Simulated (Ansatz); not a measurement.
**CH3In (SMILES C[In]) at wB97M-V/def2-SVPD (core potential)**

What is the vertical ionisation energy of CH3In at wB97M-V/def2-SVPD (core potential)? 

Program for the calculation: Ansatz 0.2.0.

46 further runs of the same task are left out: 5 that didn't finish, 41 set aside as unsound or not needed.

### 1 The structure to begin with

CH3In: 5 atoms, total charge 0, spin state singlet. As SMILES, `C[In]`. The shape is that of a PBE0-D4/def2-TZVP optimisation.

Bond lengths: C1–In2 2.238 Å, C1–H3 1.096 Å, C1–H4 1.096 Å, C1–H5 1.096 Å. Angles: In2–C1–H3 111.3°, In2–C1–H4 111.3°, In2–C1–H5 111.3°, H3–C1–H4 107.6°, H3–C1–H5 107.6°, H4–C1–H5 107.6°.

### 2 A single-point energy at wB97M-V/def2-SVPD (core potential)

Input file job.yaml:

```yaml
crystal:
  periodic: [false, false, false]
  atoms:
    - {symbol: C, position_ang: [-0.182770, 0.073150, -0.070580]}
    - {symbol: In, position_ang: [1.772750, -0.709460, 0.684610]}
    - {symbol: H, position_ang: [-0.972960, -0.040920, 0.680150]}
    - {symbol: H, position_ang: [-0.502560, -0.460530, -0.972760]}
    - {symbol: H, position_ang: [-0.114460, 1.137770, -0.321410]}
basis:
  gaussian: {orbitals: def2-SVPD}
hamiltonian: {xc: {name: wB97M-V}}
accuracy: high
output: {orbitals: {seedname: orbitals}}
```

Started as:

```
ansatz run job.yaml --threads 1 --pin off --max-ram 3480MiB --events-out events.jsonl --progress --plain --runs-dir runs
```

The log of the run:

```text
Warning: RAYON_NUM_THREADS=1 ignored (pool sized by the plan → 1); use --threads N
Functional definition: wB97M-V
  name "wB97M-V"
  parameter omega = 0.3/bohr
  parameter cx = 0.15
  parameter cx01 = 1.007
  parameter cx10 = 0.259
  parameter css00 = 0.443
  parameter css04 = -1.437
  parameter css10 = -4.535
  parameter css20 = -3.390
  parameter css43 = 4.278
  parameter cos00 = 1.000
  parameter cos10 = 1.358
  parameter cos20 = 2.924
  parameter cos21 = -8.812
  parameter cos60 = -1.390
  parameter cos61 = 9.142
  parameter b = 6.0
  parameter c = 0.01
  gx(w, u) = 1 - cx + cx01*u + cx10*w
  gss(w, u) = css00 + css04*u^4 + css10*w + css20*w^2 + css43*w^4*u^3
  gos(w, u) = cos00 + cos10*w + (cos20 + cos21*u)*w^2 + (cos60 + cos61*u)*w^6
  exchange = spin_sum(e_x_unif_sr(omega)*gx(b97_w, b97_u_x)) + cx*exact_x_sr(omega) + exact_x_lr(omega)
  correlation = spin_sum(e_c_pw_mod_same_spin*gss(b97_w, b97_u_same))
      + integral(e_c_pw_mod_opposite_spin*gos(b97_w_opposite, b97_u_opposite)) + vv10(b, c)
1696 factors; integrals over basis functions are off by at most 3.1e-9 eV
432 factors; integrals over basis functions are off by at most 1.4e-9 eV
mean field evaluation 1: about -6252.1183 eV, gradient 4.0e1 eV
mean field evaluation 2: about -6252.8208 eV, gradient 3.6e1 eV
mean field evaluation 4: about -6256.4142 eV, gradient 3.3e-1 eV
mean field evaluation 8: about -6256.4163 eV, gradient 2.3e-2 eV
mean field evaluation 16: about -6256.4163 eV, gradient 1.6e-6 eV
mean field -6256.41631862 eV, -229.9190589580 hartree, gradient 8.0e-8 eV, S^2 0.000000; 0 other end points of the search recorded, 0 dependent functions left out
reference -6256.41632335 eV, -229.9190591317 hartree; 15, 15 occupied and 61, 61 virtual orbitals, 1696 factors
Total energy: -6256.41632335 eV, -229.9190591317 hartree
```

Wall time 40 s (1 thread of Arm Neoverse V1, shared host); peak memory 0.44 GiB.

### 3 The doublet cation at the same level

Input file run.yaml:

```yaml
crystal:
  periodic: [false, false, false]
  atoms:
    - {symbol: C, position_ang: [-0.182770, 0.073150, -0.070580]}
    - {symbol: In, position_ang: [1.772750, -0.709460, 0.684610]}
    - {symbol: H, position_ang: [-0.972960, -0.040920, 0.680150]}
    - {symbol: H, position_ang: [-0.502560, -0.460530, -0.972760]}
    - {symbol: H, position_ang: [-0.114460, 1.137770, -0.321410]}
basis:
  gaussian: {orbitals: def2-SVPD}
total_charge: 1
magnetization: {spin_polarized: true, initial_magnetization: 1}
hamiltonian: {xc: {name: wB97M-V}}
accuracy: high
output: {orbitals: {seedname: orbitals}}
```

Started as:

```
ansatz run run.yaml --threads 1 --pin off --max-ram 3480MiB --events-out events.jsonl --progress --plain --runs-dir runs
```

The log of the run:

```text
Warning: RAYON_NUM_THREADS=1 ignored (pool sized by the plan → 1); use --threads N
Functional definition: wB97M-V
  name "wB97M-V"
  parameter omega = 0.3/bohr
  parameter cx = 0.15
  parameter cx01 = 1.007
  parameter cx10 = 0.259
  parameter css00 = 0.443
  parameter css04 = -1.437
  parameter css10 = -4.535
  parameter css20 = -3.390
  parameter css43 = 4.278
  parameter cos00 = 1.000
  parameter cos10 = 1.358
  parameter cos20 = 2.924
  parameter cos21 = -8.812
  parameter cos60 = -1.390
  parameter cos61 = 9.142
  parameter b = 6.0
  parameter c = 0.01
  gx(w, u) = 1 - cx + cx01*u + cx10*w
  gss(w, u) = css00 + css04*u^4 + css10*w + css20*w^2 + css43*w^4*u^3
  gos(w, u) = cos00 + cos10*w + (cos20 + cos21*u)*w^2 + (cos60 + cos61*u)*w^6
  exchange = spin_sum(e_x_unif_sr(omega)*gx(b97_w, b97_u_x)) + cx*exact_x_sr(omega) + exact_x_lr(omega)
  correlation = spin_sum(e_c_pw_mod_same_spin*gss(b97_w, b97_u_same))
      + integral(e_c_pw_mod_opposite_spin*gos(b97_w_opposite, b97_u_opposite)) + vv10(b, c)
1695 factors; integrals over basis functions are off by at most 3.1e-9 eV
432 factors; integrals over basis functions are off by at most 1.4e-9 eV
mean field evaluation 1: about -6237.2164 eV, gradient 4.5e1 eV
mean field evaluation 2: about -6237.6971 eV, gradient 4.2e1 eV
mean field evaluation 4: about -6248.8042 eV, gradient 9.4e-1 eV
mean field evaluation 8: about -6248.8435 eV, gradient 5.6e-2 eV
mean field evaluation 16: about -6248.8436 eV, gradient 4.2e-5 eV
mean field -6248.84364059 eV, -229.6407681734 hartree, gradient 9.1e-8 eV, S^2 0.761789; 0 other end points of the search recorded, 0 dependent functions left out
reference -6248.84364476 eV, -229.6407683265 hartree; 15, 14 occupied and 61, 62 virtual orbitals, 1695 factors
Total energy: -6248.84364476 eV, -229.6407683265 hartree
```

It took 67 s on 1 thread of Arm Neoverse V1, shared host; peak memory 0.81 GiB.

### 4 What came out

At wB97M-V/def2-SVPD (core potential):

| quantity | value |
| --- | --- |
| singlet CH3In: total energy | -229.91906 Eh |
| singlet CH3In: HOMO energy | -7.42 eV |
| singlet CH3In: LUMO energy | 0.13 eV |
| singlet CH3In: HOMO–LUMO gap | 7.55 eV |
| doublet cation: total energy | -229.64077 Eh |
| doublet cation: HOMO energy (highest over α and β) | -14.79 eV |
| doublet cation: LUMO energy (lowest over α and β) | -7.86 eV |
| doublet cation: ⟨S²⟩ | 0.762 |
| vertical ionisation energy (to the doublet cation) | 7.573 eV |

In words: Removing an electron at fixed nuclei costs 7.57 eV (731 kJ/mol). −ε(HOMO) before ionisation, 7.42 eV, is 0.15 eV below this ionisation energy.
